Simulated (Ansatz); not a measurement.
# WSe2 sheet: levels of theory

The task, for WSe2 sheet: compare levels of theory; the runs are relaxing the atoms and single point.

Computed with Ansatz 0.2.0 (DFT PBEsol, scalar-relativistic, plane waves, PAW, and further levels as typed in the inputs, unless a step's input says otherwise).

### 1 Starting point

It takes space group P-6m2 (No. 187, hexagonal). Conventional cell: a = 3.315 Å, b = 3.315 Å, c = 21.350 Å, α = 90.00°, β = 90.00°, γ = 120.00°. Around Se (site symmetry 3m) lie 3 W at 2.54 Å. W (site symmetry -6m2) has 6 Se at 2.54 Å as nearest neighbours.

As a file:

```
Se W
1.0
     3.31482    0.00000    0.00000
    -1.65741    2.87072    0.00000
     0.00000    0.00000   21.35000
Se W
2 1
Direct
  0.66667 0.33333 0.42155
  0.66667 0.33333 0.57845
  0.33333 0.66667 0.50000
```

### 2 Relaxing the atoms: WSe2 sheet, no spin

File input.yaml:

```yaml
crystal:
  lattice:
    - [3.31482, 0.0, 0.0]
    - [-1.65741, 2.870718329, 0.0]
    - [0.0, 0.0, 21.35]
  atoms:
    - { symbol: Se, position: [0.6666666667, 0.3333333333, 0.4215456674] }
    - { symbol: W, position: [0.3333333333, 0.6666666667, 0.5] }
    - { symbol: Se, position: [0.6666666667, 0.3333333333, 0.5784543326] }
  periodic: [true, true, false]
scf:
  occupations: { method: gaussian, width: 0.02 }
  n_extra_bands: 6
output:
  forces: true
  stress: false
  write_density: true
  write_potential: true
  elf: true
  volumetric_format: npy
kpoints:
  mp_grid: { grid: [12, 12, 1] }
hamiltonian:
  xc: pbesol
relax:
  f_tol: 0.003
  max_steps: 100
```

The run is started by

```sh
> ansatz run input.yaml --threads 4 --pin off --max-ram 14336MiB --backend cpu --events-out ev --progress --plain --runs-dir out
```

Standard output, cut to the lines that bear on the results:

```text
Warning: crystal.periodic: the lattice vector that does not repeat stood 0.000° off the slab's normal, 21.350 Å along it as the deck builds it. The run solves the slab on a vector along the normal, 30.500 Å long, with every atom where it was (on the deck's vector they left 18.00 Å outside [...]
Warning: RAYON_NUM_THREADS=4 ignored (pool sized by the plan → 4); use --threads N
[...]
scf.n_extra_bands = 6 over 23 filled bands (N_el = 46.0): the run solves 29 bands
[...]
Pseudopotentials: kind: paw
Pseudopotential: Se, paw, valence charge 16, recommended cutoff 420 eV (normal), Se.paw.azcp
Pseudopotential: W, paw, valence charge 14, recommended cutoff 420 eV (normal), W.paw.azcp
Functional definition: PBEsol
[...]
Crystal: 3 atoms, lattice volume = 290.235 Å³
Basis set: ecut = 420 eV, 5777 PW (Γ), exchange–correlation on 48×48×432 points (8 copies of the dense FFT grid, shifted against one another)
Bands: 29, of which v1, the nominal top of the filled ones, is band 23 counted from 1 (22 counted from 0)
Symmetry: 12 space group operations
Space group: P-6m2 (ITA 187), of the structure as read, at distance tolerance 6.6e-5 Å
k-points: 19 of 144 (time reversal used)
[...]
SCF iter   1: F=—  HF=-21106.702558 eV  |F-HF|=—  |Δ(HF+E_count)|=         —  Δρ=2.54e-3  dr2=2.42e-2  ethr=1.77e-3  ⟨swp⟩=15.1  Hψ=3901  notcnv=0  defer=1
[...]
relax step   1: F+E_penalty+E_count = -21106.70299720 eV  Δ(F+E_penalty+E_count) = +0.000e0 eV  max|allowed force component| = 3.289e-1 eV/Å  Δτ_max = 0.0000 Å  (7 SCF iters, dr2 threshold 2.25e-7 eV, accepted)
[...]
relax step   3: F+E_penalty+E_count = -21106.70930662 eV  Δ(F+E_penalty+E_count) = -6.309e-3 eV  max|allowed force component| = 7.481e-3 eV/Å  Δτ_max = 0.0195 Å  (6 SCF iters, dr2 threshold 1.00e-7 eV, accepted)
[...]
relax step   4: F+E_penalty+E_count = -21106.70930978 eV  Δ(F+E_penalty+E_count) = -3.163e-6 eV  max|allowed force component| = 2.793e-5 eV/Å  Δτ_max = 0.0004 Å  (4 SCF iters, accepted)
NSCF: frozen V_eff on 19 k-points
[...]
WARN: The input density's exchange-correlation potential varies sharply where the density is thin. Do not read a vacuum level from v_tot or v_xc, or from such a field of the output density. On a cell that repeats whose density bears no net charge and no dipole along the vacuum's axis use [...]
SCF converged after 4 iterations
Free energy (F): -21106.709310 eV
[...]
E sigma→0 (E₀):  -21106.709310 eV
Fermi energy:    -4.439703 eV
[...]
--- Forces (eV/Å), atoms counted from 1 ---
  atom   1  Se    -0.00000000     0.00000000     0.00002793
  atom   2  W      0.00000000    -0.00000000     0.00000000
  atom   3  Se    -0.00000000     0.00000000    -0.00002793
[...]
--- Band table (eV; the first three rows and the last of 19) ---
[...]
--- Relaxed structure (4 steps of the walk, 3 accepted, 0 SCFs on fresh bases) ---
  F+E_penalty+E_count = -21106.70930978 eV   max|allowed force component| = 2.793e-5 eV/Å
  cell:  # Å, volume = 290.2354 Å³
    - [3.3148200000157426, 0.0, 0.0]
    - [-1.6574100000078713, 2.8707183289863663, 0.0]
    - [0.0, 0.0, 30.500000004040004]
  atoms:
    - { symbol: Se, position: [0.6666666666666666, 0.3333333333333334, 0.29570592201882984] }
    - { symbol: W, position: [0.3333333333333334, 0.6666666666666669, 0.3499999999536393] }
    - { symbol: Se, position: [0.6666666666666666, 0.3333333333333334, 0.40429407788844873] }
```

Wall time 9.2 s (4 threads of Intel Xeon Platinum 8488C (Sapphire Rapids), shared host); peak memory 0.72 GiB.

Relaxation path:

| step | E - E(step 1) (eV/cell) | largest force component (eV/Å) |
| --- | --- | --- |
| 1 | 0.0000 | 0.3289 |
| 2 | 0.0066 | 0.4882 |
| 3 | -0.0063 | 0.0075 |
| 4 | -0.0063 | 0.0000 |

Step 1 is the start. Step 2 was tried and not accepted.

Density in a lattice plane of the grid's cell (edges 3.31 and 30.50 Å, at 0.333 of the third edge), which holds Se.

Ten even steps from ' ' (0.00 e/Å³) to '@' (32.30 e/Å³):
```
            
            
            
            
            
            
            
            
            
            
            
      ..@@..
            
      ..@@..
            
            
            
            
            
            
```
Columns run along the first of these edges and rows up along the second, over one cell in 6 and 20 even steps from the bottom left corner. Atoms in the plane (fractional): Se at (0.67, 0.30), Se at (0.67, 0.40).

ELF in the same plane.

Ten even steps from '0' (0.00) to '9' (0.87):
```
000000
000000
000000
000000
000000
000000
000000
000000
000000
000000
303999
727717
242222
727717
303999
000000
000000
000000
000000
000000
```
Columns run along the first of these edges and rows up along the second, over one cell in 6 and 20 even steps from the bottom left corner. Atoms in the plane (fractional): Se at (0.67, 0.30), Se at (0.67, 0.40).

Both are smooth fields of the valence electrons: close to the nuclei they are not physical.

The highest ELF values outside the cores: 0.89 beside Se, off the lines to its neighbours, 1.0 Å from Se; 0.80 on the Se–W line, 0.9 Å from Se; 0.48 between the atoms, 1.9 Å from W.

### 3 Single point: LDA with spin-orbit coupling

It takes the final geometry of step 2.

File input.yaml:

```yaml
crystal:
  lattice:
    - [3.31482, 0.0, 0.0]
    - [-1.65741, 2.870718329, 0.0]
    - [0.0, 0.0, 30.500000004]
  atoms:
    - { symbol: Se, position: [0.6666666667, 0.3333333333, 0.295705922] }
    - { symbol: W, position: [0.3333333333, 0.6666666667, 0.35] }
    - { symbol: Se, position: [0.6666666667, 0.3333333333, 0.4042940779] }
  periodic: [true, true, false]
scf:
  occupations: { method: gaussian, width: 0.01 }
  n_extra_bands: 8
output:
  eigenvalues: true
  eigenstates:
    kpoints:
      - [0.333333, 0.333333, 0.0]
      - [0.0, 0.0, 0.0]
      - [0.116667, 0.116667, 0.0]
      - [0.133333, 0.133333, 0.0]
      - [0.15, 0.15, 0.0]
      - [0.166667, 0.166667, 0.0]
      - [0.183333, 0.183333, 0.0]
      - [0.2, 0.2, 0.0]
      - [0.216667, 0.216667, 0.0]
    top_band: c8
    e_range: [-2.5, 3]
kpoints:
  mp_grid: { grid: [12, 12, 1] }
hamiltonian:
  xc: lda
  pseudopotentials: { kind: paw_fr }
magnetization:
  noncollinear: true
  spin_orbit: true
```

The run is started by

```sh
> ansatz run input.yaml --threads 4 --pin off --max-ram 14336MiB --backend cpu --events-out ev --progress --plain --runs-dir out
```

Standard output, cut to the lines that bear on the results:

```text
Warning: RAYON_NUM_THREADS=4 ignored (pool sized by the plan → 4); use --threads N
scf.n_extra_bands = 8 over 46 filled bands (N_el = 46.0): the run solves 54 bands
[...]
Pseudopotentials: kind: paw_fr
Pseudopotential: Se, paw_fr, valence charge 16, recommended cutoff 420 eV (normal), Se.paw.azcp#standard-fr
Pseudopotential: W, paw_fr, valence charge 14, recommended cutoff 420 eV (normal), W.paw.azcp#standard-fr
Functional definition: SPW92
[...]
non-collinear run that drives no moment, with spin-orbit: no starting moment large enough to seed its density (crystal.atoms[].spin), no starting occupations that ask for one, no magnetisation constraint and no magnetic field, so the semilocal B_xc is pinned to zero
Crystal: 3 atoms, lattice volume = 290.235 Å³
Basis set: ecut = 420 eV, 5777 PW (Γ)
Bands: 54, of which v1, the nominal top of the filled ones, is band 46 counted from 1 (45 counted from 0)
[...]
spin=Noncollinear: Resta preconditioning applied to the charge; magnetization (m_x, m_y, m_z) channels mix plain (no charge-response kernel on spin).
[...]
SCF iter   9: F=-20921.951498 eV  HF=-20921.951498 eV  |F-HF|=9.10e-9  |Δ(HF+E_count)|=   1.26e-8  Δρ=1.30e-6  dr2=7.96e-9  dr2_m=0.00e0 (ungated)  ethr=2.17e-10  |M|=0.00e0 ∫|m|=0.00e0 μB  |m|>n=0.0e0 m-floor=0.0e0 τ_xc=0.0e0  ⟨swp⟩=14.2  Hψ=4284  notcnv=0
[...]
NSCF: frozen V_eff on 9 k-points
SCF converged after 9 iterations
Magnetization: |M| = 0.0000 μB,  M = (+0.0000, +0.0000, +0.0000) μB
Absolute magnetization: 0.0000 μB (∫|m|)
  site 0: m = (+0.0000, +0.0000, +0.0000) μB, |m| = 0.0000 μB  (R = 1.04 Å)
  site 1: m = (+0.0000, +0.0000, +0.0000) μB, |m| = 0.0000 μB  (R = 1.04 Å)
  site 2: m = (+0.0000, +0.0000, +0.0000) μB, |m| = 0.0000 μB  (R = 1.04 Å)
Free energy (F): -20921.951498 eV
[...]
E sigma→0 (E₀):  -20921.951498 eV
Fermi energy:    -4.543811 eV
[...]
--- Band table (eV; the first three rows and the last of 19) ---
[...]
```

Run time: 25 s. Hardware: 4 threads of Intel Xeon Platinum 8488C (Sapphire Rapids), shared host; peak memory 1.7 GiB.

### 4 Single point: r2SCAN with spin-orbit coupling

It takes the final geometry of step 2.

Edit input.yaml of step 3 so:

```diff
@@ -31,3 +31,3 @@
 hamiltonian:
-  xc: lda
+  xc: r2scan
   pseudopotentials: { kind: paw_fr }
```

The run is started by

```sh
> ansatz run input.yaml --threads 4 --pin off --max-ram 14336MiB --backend cpu --events-out ev --progress --plain --runs-dir out
```

Standard output, cut to the lines that bear on the results:

```text
Warning: RAYON_NUM_THREADS=4 ignored (pool sized by the plan → 4); use --threads N
scf.n_extra_bands = 8 over 46 filled bands (N_el = 46.0): the run solves 54 bands
[...]
Pseudopotentials: kind: paw_fr
Pseudopotential: Se, paw_fr, valence charge 16, recommended cutoff 500 eV (meta_gga), Se.paw.azcp#standard-fr
Pseudopotential: W, paw_fr, valence charge 14, recommended cutoff 500 eV (meta_gga), W.paw.azcp#standard-fr
Functional definition: r2SCAN
[...]
non-collinear run that drives no moment, with spin-orbit: no starting moment large enough to seed its density (crystal.atoms[].spin), no starting occupations that ask for one, no magnetisation constraint and no magnetic field, so the semilocal B_xc is pinned to zero
Crystal: 3 atoms, lattice volume = 290.235 Å³
Basis set: ecut = 500 eV, 7239 PW (Γ), exchange–correlation on 100×100×900 points (64 copies of the dense FFT grid, shifted against one another)
[...]
spin=Noncollinear: Resta preconditioning applied to the charge; magnetization (m_x, m_y, m_z) channels mix plain (no charge-response kernel on spin).
[...]
SCF iter   8: F=-21324.519186 eV  HF=-21324.519186 eV  |F-HF|=9.17e-8  |Δ(HF+E_count)|=   5.70e-7  Δρ=4.93e-6  dr2=7.37e-8  dr2_τ=1.26e-9  dr2_m=0.00e0 (ungated)  ethr=2.17e-10  |M|=0.00e0 ∫|m|=0.00e0 μB  |m|>n=0.0e0 m-floor=0.0e0 τ_xc=0.0e0  ⟨swp⟩=13.4  Hψ=5789  notcnv=0
[...]
NSCF: frozen V_eff on 9 k-points
SCF converged after 8 iterations
Magnetization: |M| = 0.0000 μB,  M = (+0.0000, +0.0000, +0.0000) μB
Absolute magnetization: 0.0000 μB (∫|m|)
  site 0: m = (+0.0000, +0.0000, +0.0000) μB, |m| = 0.0000 μB  (R = 1.04 Å)
  site 1: m = (+0.0000, +0.0000, +0.0000) μB, |m| = 0.0000 μB  (R = 1.04 Å)
  site 2: m = (+0.0000, +0.0000, +0.0000) μB, |m| = 0.0000 μB  (R = 1.04 Å)
Free energy (F): -21324.519186 eV
[...]
E sigma→0 (E₀):  -21324.519186 eV
Fermi energy:    -4.405528 eV
[...]
--- Band table (eV; the first three rows and the last of 19) ---
[...]
  the weakly bound empty levels are not read free of the cell's end (spinor_tau)
```

Wall time 46 s (4 threads of Intel Xeon Platinum 8488C (Sapphire Rapids), shared host); peak memory 2.6 GiB.

### 5 Single point: HSE06 with spin-orbit coupling, mesh 6×6×1

It takes the final geometry of step 2.

Edit input.yaml of step 4 so:

```diff
@@ -28,6 +28,10 @@
     e_range: [-2.5, 3]
+  write_density: true
+  write_potential: true
+  elf: true
+  volumetric_format: npy
 kpoints:
-  mp_grid: { grid: [12, 12, 1] }
+  mp_grid: { grid: [6, 6, 1] }
 hamiltonian:
-  xc: r2scan
+  xc: hse06
   pseudopotentials: { kind: paw_fr }
```

The run is started by

```sh
> ansatz run input.yaml --threads 4 --pin off --max-ram 14336MiB --backend cpu --events-out ev --progress --plain --runs-dir out
```

Standard output, cut to the lines that bear on the results:

```text
Warning: RAYON_NUM_THREADS=4 ignored (pool sized by the plan → 4); use --threads N
scf.n_extra_bands = 8 over 46 filled bands (N_el = 46.0): the run solves 54 bands
[...]
Pseudopotentials: kind: paw_fr
Pseudopotential: Se, paw_fr, valence charge 16, recommended cutoff 420 eV (normal), Se.paw.azcp#standard-fr
Pseudopotential: W, paw_fr, valence charge 14, recommended cutoff 420 eV (normal), W.paw.azcp#standard-fr
Functional definition: HSE06
[...]
non-collinear run that drives no moment, with spin-orbit: no starting moment large enough to seed its density (crystal.atoms[].spin), no starting occupations that ask for one, no magnetisation constraint and no magnetic field, so the semilocal B_xc is pinned to zero
Crystal: 3 atoms, lattice volume = 290.235 Å³
Basis set: ecut = 420 eV, 5777 PW (Γ)
Bands: 54, of which v1, the nominal top of the filled ones, is band 46 counted from 1 (45 counted from 0)
Symmetry: 12 space group operations + 12 with time reversal
Magnetic group: BNS 187.210 (UNI 1440), of the structure as read, at distance tolerance 6.6e-5 Å
[...]
hybrid outer 2: dexx = +8.144e-7 eV, tail = 2.31e-7 eV, Δε = 3.88e-3 eV (about 3.99e-4 eV left of the loop's levels)
NSCF: frozen V_eff on 9 k-points
WARN: The output density's exchange-correlation potential varies sharply where the density is thin. Do not read a vacuum level from v_tot or v_xc, or from such a field of the output density. On a cell that repeats whose density bears no net charge and no dipole along the vacuum's axis use [...]
hybrid SCF converged: 2 outer / 9 inner (+6 warm-up), last move |dexx| = 8.14e-7 eV, tail = 2.31e-7 eV
Magnetization: |M| = 0.0000 μB,  M = (+0.0000, +0.0000, +0.0000) μB
Absolute magnetization: 0.0000 μB (∫|m|)
  site 0: m = (+0.0000, +0.0000, +0.0000) μB, |m| = 0.0000 μB  (R = 1.04 Å)
  site 1: m = (+0.0000, +0.0000, +0.0000) μB, |m| = 0.0000 μB  (R = 1.04 Å)
  site 2: m = (+0.0000, +0.0000, +0.0000) μB, |m| = 0.0000 μB  (R = 1.04 Å)
Free energy (F): -21333.074872 eV
Frozen-core exchange: fock
[...]
E sigma→0 (E₀):  -21333.074872 eV
Fermi energy:    -4.372976 eV
[...]
--- Band table (eV; the first three rows and the last of 7) ---
[...]
  the weakly bound empty levels are not read free of the cell's end (exact_exchange)
```

Run time: 8 min. Hardware: 4 threads of Intel Xeon Platinum 8488C (Sapphire Rapids), shared host; peak memory 9.9 GiB.

Density in a lattice plane of the grid's cell (edges 3.31 and 30.50 Å, at 0.333 of the third edge), which holds Se.

Ten even steps from '0' (0.00 e/Å³) to '9' (32.35 e/Å³):
```
000000
000000
000000
000000
000000
000000
000000
000000
000000
000000
000000
000191
000000
000191
000000
000000
000000
000000
000000
000000
```
Columns run along the first of these edges and rows up along the second, over one cell in 6 and 20 even steps from the bottom left corner. Atoms in the plane (fractional): Se at (0.67, 0.30), Se at (0.67, 0.40).

ELF in the same plane.

Values, 12 rows by 6 columns:
```
0.00 0.00 0.00 0.00 0.00 0.00
0.00 0.00 0.00 0.00 0.00 0.00
0.00 0.00 0.00 0.00 0.00 0.00
0.00 0.00 0.00 0.00 0.00 0.00
0.00 0.00 0.00 0.00 0.00 0.00
0.00 0.00 0.00 0.03 0.06 0.03
0.65 0.12 0.63 0.78 0.55 0.78
0.23 0.16 0.24 0.49 0.49 0.50
0.32 0.02 0.33 0.82 0.88 0.82
0.00 0.00 0.00 0.00 0.00 0.00
0.00 0.00 0.00 0.00 0.00 0.00
0.00 0.00 0.00 0.00 0.00 0.00
```
Columns run along the first of these edges and rows up along the second, over one cell in 6 and 12 even steps from the bottom left corner. Atoms in the plane (fractional): Se at (0.67, 0.30), Se at (0.67, 0.40).

Both are smooth fields of the valence electrons: close to the nuclei they are not physical.

Outside the cores ELF peaks at 0.90 beside Se, off the lines to its neighbours, 1.0 Å from Se; 0.80 on the Se–W line, 0.9 Å from Se; 0.51 between the atoms, 1.9 Å from W.

### 6 Results

| step | level | k mesh | energy (eV) | gap on the mesh (eV) | time |
| --- | --- | --- | --- | --- | --- |
| 2 | PBEsol | 12×12×1 | -21106.709 | 1.52 | 9.2 s |
| 3 | LDA with spin-orbit coupling | 12×12×1 | -20921.951 | 1.22 | 25 s |
| 4 | r2SCAN with spin-orbit coupling | 12×12×1 | -21324.519 | 1.34 | 46 s |
| 5 | HSE06 with spin-orbit coupling | 6×6×1 | -21333.075 | 1.64 | 8 min |

Totals of different systems or levels have different zeros; only balanced differences at one level mean anything.

**Reading.** The rows set the runs side by side; convergence of the settings was not tested in this session.
